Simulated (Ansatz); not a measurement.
## CaHg (distorted cell): a check of forces and pressure against finite differences, step by step

With the Ansatz DFT code, driven from Python.

The cells in order, each with its output:

**Cell 1**
```python
import ansatz as az
import numpy as np
```

**Cell 2**
```python
VECTORS = np.array([
    [3.75465, 0.0, 0.0],
    [0.0, 3.75465, 0.0],
    [0.0, 0.0, 3.75465],
])
SITES = [
    ("Ca", (0.00551, 0.99788, 0.99434)),
    ("Hg", (0.49375, 0.50458, 0.49927)),
]
```

**Cell 3**
```python
def build(cell):
    crystal = az.Crystal(lattice=az.Lattice.of(cell))
    for symbol, position in SITES:
        crystal = crystal.atom(symbol, position)
    return crystal

def solve(crystal):
    return (
        crystal.calculation()
        .functional("r2SCAN")
        .occupations("fermi_dirac", width=0.3)
        .eigensolver("davidson", mixed_precision=False)
        .basis(650, xc_grid=2)
        .kpoints(5, 5, 5)
        .scf(tolerance=1e-09)
        .forces()
        .stress()
        .run(threads=1)
    ).report
```

**Cell 4**
```python
centre = solve(build(VECTORS))
start = build(VECTORS)
print(f"force on atom 0 along z: analytic {centre['forces_ev_ang'][0][2]:.4f} eV/A")
for h in (0.004, 0.016):
    shift = np.eye(3)[2] * h @ np.linalg.inv(VECTORS)
    plus, minus = (solve(start.move(0, to=np.array(SITES[0][1]) + sign * shift))["lagrangian_ev"] for sign in (1, -1))
    print(f"  step {h} A: numerical {-(plus - minus) / (2 * h):.4f} eV/A")
volume = abs(np.linalg.det(VECTORS))
larger, smaller = (solve(build(VECTORS * (1 + sign * 0.005) ** (1 / 3)))["lagrangian_ev"] for sign in (1, -1))
numerical = -(larger - smaller) / (0.01 * volume) * 160.21766
print(f"pressure: analytic {np.trace(centre['stress_gpa']) / 3:.3f}, numerical {numerical:.3f} GPa")
```
Output:
```text
DeckWarning: output.stress: scf.convergence.dr2_threshold = 1e-9 eV is looser than the 2e-10 eV advised for a printed stress (1e-10 eV for each atom of the cell: 2). What an SCF threshold leaves in a stress goes as its square root, and in the free energy as the threshold itself, and one threshold admits the most on a small cell: of the crystals measured, under no hybrid functional and no lock of [...]
force on atom 0 along z: analytic 0.0381 eV/A
  step 0.004 A: numerical 0.0381 eV/A
  step 0.016 A: numerical 0.0381 eV/A
pressure: analytic 0.183, numerical 0.183 GPa
```

Notes:
- The settings weren't tested for convergence.
- For a metal this k-point mesh is coarse: on a finer one energies can move by several to tens of meV an atom and pressures by half a GPa or more, differences at one mesh by less.
- A Fermi-Dirac width this large means warm electrons, whose thermal share enters the free energy.
- Pressure is positive in compression.
- Spin-orbit coupling, which matters for elements this heavy, is left out.
- The cell is a database structure, distorted on purpose.
- Warnings are shown shortened and without file and line.
- The central difference errs as the square of the step, so the shorter step is the fairer test; what remains comes from the finite grid and the SCF threshold.
- Finished in 3.1 min on 1 thread of Arm Neoverse V1, on a shared host, peak memory 0.47 GiB.
